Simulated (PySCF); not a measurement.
# C4H5FGe: the cost of one run

Programs: PySCF 2.14.0, with density-fitted response routines of our own. Each step states its level of theory. These are calculated values for one molecule in the gas phase, unless marked as measured. Atoms are numbered from 0 throughout.

## (1) The starting structure

11 atoms, charge 0, multiplicity 1; geometry from: GFN2-xTB. The atoms were then displaced at random by about 0.01 Å, so the start is not that level's minimum.

Bonds of the start (Å): F0–C1 1.31, C1–C2 1.32, C2–C3 1.49, C3–C4 1.36, C4–Ge5 1.95, Ge5–C1 1.95, C2–H6 1.09, C3–H7 1.07, C4–H8 1.07, Ge5–H9 1.51, Ge5–H10 1.49.

## (2) Geometry optimisation at PBE0-D3(BJ)/def2-SVP

Job settings and geometry (Å):

```
{"job": {"xc": "PBE0", "basis": "def2-SVP", "d3": "d3bj", "grid": 1, "shake": 0.01, "kind": "geom"}, "charge": 0, "multiplicity": 1}
F     -2.049630     1.515840    -0.545590
C     -0.987350     0.799150    -0.266590
C      0.186830     1.346070    -0.002150
C      1.309050     0.403090     0.289610
C      0.993880    -0.915300     0.255410
Ge    -0.889150    -1.147740    -0.183370
H      0.408250     2.408270     0.020360
H      2.274200     0.796200     0.513970
H      1.740220    -1.653010     0.488030
H     -1.756660    -1.752480     0.892230
H     -1.191530    -1.825950    -1.477590
```

Command:

```sh
> OMP_NUM_THREADS=1 python probes_run.py task.json out
```

This one command runs all jobs of the session in turn.

Q: Estimate the wall time and peak memory of this first job on 1 thread of Arm Neoverse V2, shared host.

About 45 s, with a peak of 0.51 GiB.
